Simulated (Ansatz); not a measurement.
# Bi3O: the cost of one run

Computed with Ansatz 0.2.0 (DFT PBE, scalar-relativistic, plane waves, PAW, unless a step's input says otherwise).

1 further run of the same task is left out (it didn't finish).

## 1. The starting structure

The structure is cubic, space group Pm-3m (No. 221). Conventional cell: a = 4.768 Å, b = 4.768 Å, c = 4.768 Å, α = 90.00°, β = 90.00°, γ = 90.00°. Bi (site symmetry 4/mmm) has 8 Bi at 3.37 Å and 4 O at 3.37 Å as nearest neighbours. O (site symmetry m-3m) is surrounded by 12 Bi at 3.37 Å.

As a file:

```
Bi O
1.0
     4.76801    0.00000    0.00000
     0.00000    4.76801    0.00000
     0.00000    0.00000    4.76801
Bi O
3 1
Direct
  0.00000 0.50000 0.50000
  0.50000 0.00000 0.50000
  0.50000 0.50000 0.00000
  0.00000 0.00000 0.00000
```

A structure generator made this guess: species swapped into a database cell of SrIn3 (Pm-3m, No. 221), with O on the Sr sites and Bi on the In sites. The dimensions are guesses.

## 2. Probe: one point on a coarse mesh

input.yaml

```yaml
crystal:
  lattice:
    - [4.76800751, 0.0, 0.0]
    - [0.0, 4.76800751, 0.0]
    - [0.0, 0.0, 4.76800751]
  atoms:
    - { symbol: Bi, position: [0.0, 0.5, 0.5] }
    - { symbol: Bi, position: [0.5, 0.0, 0.5] }
    - { symbol: Bi, position: [0.5, 0.5, 0.0] }
    - { symbol: O, position: [0.0, 0.0, 0.0] }
basis:
  ecutwfc: 420
kpoints:
  mp_grid: { grid: [4, 4, 4] }
hamiltonian:
  xc: pbe
scf:
  occupations: { method: gaussian, width: 0.1 }
  lower_state_search: "off"
output:
  forces: true
  stress: true
  eigenvalues: true
```

Run with:

```sh
$ ansatz run input.yaml --threads 1 --pin off --max-ram 2560MiB --backend cpu --events-out ev --progress --plain --runs-dir out
```

What time and memory should one allow on 1 thread of Intel Xeon Platinum 8259CL at 2.50GHz (Skylake/Cascade Lake), shared host?

About 2.1 s, with a peak of 0.41 GiB.
